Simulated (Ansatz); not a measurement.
# C3H9GaSSiSn: the cost of one run

Computed with Ansatz 0.2.0, Gaussian basis. Level: the settings change from run to run.

1 further run of the same task is left out (for a known fault of the program).

## (1) The geometry

The structure was relaxed beforehand with PBE0-D4 in a triple-zeta def2 set. Sn takes a core potential in def2 sets; no spin-orbit term is included.

SMILES `C#C[S][SnH]([GaH2])[CH2][SiH3]`, 16 atoms, charge 0, spin multiplicity 1.

Atoms are counted from 1 here; the program's logs count them from 0.

Bond lengths: C1–C2 1.207 Å, C1–H8 1.064 Å, C2–S3 1.677 Å, S3–Sn4 2.450 Å, Sn4–Ga5 2.634 Å, Sn4–C6 2.179 Å, Sn4–H9 1.710 Å, Ga5–H10 1.567 Å, Ga5–H11 1.566 Å, C6–Si7 1.847 Å, C6–H12 1.091 Å, C6–H13 1.092 Å, Si7–H14 1.486 Å, Si7–H15 1.535 Å, Si7–H16 1.484 Å. Angles: C2–C1–H8 179.3°, C1–C2–S3 178.7°, C2–S3–Sn4 96.1°, S3–Sn4–Ga5 111.6°, S3–Sn4–C6 103.4°, S3–Sn4–H9 105.0°, Ga5–Sn4–C6 98.0°, Ga5–Sn4–H9 126.7°, C6–Sn4–H9 109.8°, Sn4–Ga5–H10 119.1°, Sn4–Ga5–H11 117.9°, H10–Ga5–H11 122.7°, Sn4–C6–Si7 105.3°, Sn4–C6–H12 111.6°, Sn4–C6–H13 106.2°, Si7–C6–H12 112.5°, Si7–C6–H13 112.4°, H12–C6–H13 108.7° and more.

As a file:

```xyz
16
C3H9GaSSiSn
C    -2.51742    1.81073    2.57628
C    -1.53277    2.13766    1.95968
S    -0.15082    2.60735    1.13449
Sn   -0.34020    0.94516   -0.65565
Ga    1.95778    0.58130   -1.89001
C    -0.41003   -0.94864    0.41997
Si    0.81660   -2.03717   -0.42939
H    -3.38835    1.53543    3.12144
H    -1.85467    1.25340   -1.38664
H     1.95970   -0.03887   -3.32944
H     3.25326    1.13219   -1.20362
H    -1.41459   -1.37382    0.42045
H    -0.12455   -0.72445    1.45025
H     1.43358   -3.13243    0.36329
H     2.02008   -1.17739   -0.83966
H     0.29243   -2.57046   -1.71145
```

## (2) PBEsol/def2-mTZVPP

Set apart from the defaults: multiplicity 3, restricted open-shell orbitals, atoms shaken by 0.03 Å, D4 dispersion, the search for lower states set to light.

in.yaml

```yaml
crystal:
  periodic: [false, false, false]
  atoms:
    - {symbol: C, position_ang: [-2.566472, 1.799109, 2.538971]}
    - {symbol: C, position_ang: [-1.520941, 2.169912, 1.869386]}
    - {symbol: S, position_ang: [-0.153106, 2.640110, 1.113765]}
    - {symbol: Sn, position_ang: [-0.334796, 0.927541, -0.635538]}
    - {symbol: Ga, position_ang: [1.992149, 0.535852, -1.900151]}
    - {symbol: C, position_ang: [-0.423937, -0.925631, 0.410350]}
    - {symbol: Si, position_ang: [0.798899, -2.011663, -0.459319]}
    - {symbol: H, position_ang: [-3.325769, 1.538747, 3.155625]}
    - {symbol: H, position_ang: [-1.812158, 1.283985, -1.433375]}
    - {symbol: H, position_ang: [1.941413, -0.045941, -3.387100]}
    - {symbol: H, position_ang: [3.226462, 1.150071, -1.182686]}
    - {symbol: H, position_ang: [-1.405979, -1.388697, 0.420900]}
    - {symbol: H, position_ang: [-0.138136, -0.632715, 1.493621]}
    - {symbol: H, position_ang: [1.422560, -3.086182, 0.362586]}
    - {symbol: H, position_ang: [2.023759, -1.219849, -0.868968]}
    - {symbol: H, position_ang: [0.285383, -2.542417, -1.752651]}
basis:
  gaussian: {orbitals: def2-mTZVPP}
magnetization: {spin_polarized: false, initial_magnetization: 2}
hamiltonian: {xc: {name: PBEsol}, dispersion: d4}
scf: {lower_state_search: light}
```

Run with:

```bash
$ ansatz run in.yaml --threads 2 --pin off --events-out ev --progress --plain --max-ram 22528MiB --backend cpu
```

What time and memory should one allow on 2 threads of AMD EPYC 7R13, shared host?

About 88 s, with a peak of 1 GiB.
